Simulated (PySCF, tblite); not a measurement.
# C3H10OSSi2: geometry, infrared bands and NMR shifts

What infrared bands and NMR shifts should C3H10OSSi2 (`[SiH3]S[C@@H]1CCO[SiH2]1`) show?

Computed with tblite 0.8.0 and PySCF 2.14.0, with density-fitted response routines of our own, on a single molecule in the gas phase. Atoms count from 0, in the outputs and in this text.

### Step 1. The starting structure

17 atoms, charge 0, multiplicity 1; geometry from: force field or distance geometry start.

Bonds of the start (Å): Si0–S1 2.16, S1–C2 1.82, C2–C3 1.55, C3–C4 1.53, C4–O5 1.45, O5–Si6 1.69, Si6–C2 1.92, Si0–H7 1.48, Si0–H8 1.48, Si0–H9 1.49, C2–H10 1.09, C3–H11 1.11, C3–H12 1.11, C4–H13 1.09, C4–H14 1.09, Si6–H15 1.47, Si6–H16 1.49.

### Step 2. Relaxing the molecule with GFN2-xTB

Job settings and geometry (Å):

```
{"job": {"kind": "relax", "xc": "GFN2-xTB", "basis": "xTB"}, "charge": 0, "multiplicity": 1}
Si     3.059000     0.193500     0.351000
S      1.316600    -0.968600    -0.181800
C     -0.076100    -0.065500     0.553600
C     -1.354100    -0.941400     0.558200
C     -2.042800    -0.829300    -0.799800
O     -2.030400     0.549600    -1.234900
Si    -0.669500     1.336700    -0.614500
H      4.269100    -0.425900    -0.222100
H      2.862300     1.566700    -0.170900
H      3.129800     0.247700     1.836000
H      0.149300     0.288900     1.556800
H     -2.045600    -0.555800     1.329100
H     -1.160600    -1.990700     0.847100
H     -3.079200    -1.161100    -0.750200
H     -1.539200    -1.428900    -1.564200
H      0.294800     1.668600    -1.674300
H     -1.090300     2.527600     0.171000
```

Started as:

```console
> OMP_NUM_THREADS=1 python probes_run.py task.json out
```

One launch serves the whole session: the jobs run in the order shown.

**Question.** This job is followed by: GFN2-xTB harmonic vibrations, gas phase; GIAO PBE0/pcSseg-1 NMR shielding, non-relativistic, gas phase. What will the session give for the following? strongest single infrared mode (GFN2-xTB); zero-point energy (GFN2-xTB); 13C shifts against TMS (PBE0/pcSseg-1); 1H shifts against TMS (PBE0/pcSseg-1, means over atoms taken as alike); 29Si shifts against TMS (PBE0/pcSseg-1); 33S shifts against CS2 (PBE0/pcSseg-1); 17O shifts against H2O (PBE0/pcSseg-1).

As calculated:

| quantity | value |
| --- | --- |
| strongest single infrared mode (GFN2-xTB) | 2298 cm⁻¹, 491 km/mol |
| zero-point energy (GFN2-xTB) | 75.1 kcal/mol |
| 13C shifts against TMS (PBE0/pcSseg-1) | 70.8, 40.0, 30.5 ppm |
| 1H shifts against TMS (PBE0/pcSseg-1, means over atoms taken as alike) | 5.25, 4.87, 4.52, 4.43, 4.34, 2.27, 2.11, 1.95 ppm |
| 29Si shifts against TMS (PBE0/pcSseg-1) | 4.9, -55.7 ppm |
| 33S shifts against CS2 (PBE0/pcSseg-1) | -160 ppm |
| 17O shifts against H2O (PBE0/pcSseg-1) | 25.0 ppm |

In words: Relaxing lowered the energy by 0.222 eV in 65 steps; the close pair that moved most is O5–Si6, from 1.690 to 1.627 Å. All 45 modes are real, so the xTB geometry is a minimum. Unscaled tight-binding wavenumbers are off by several per cent, some by more. Its intensities can rank the bands wrongly. At PBE0/pcSseg-1: The largest span, 454 ppm, is at S1, where the paramagnetic term is -396 ppm.
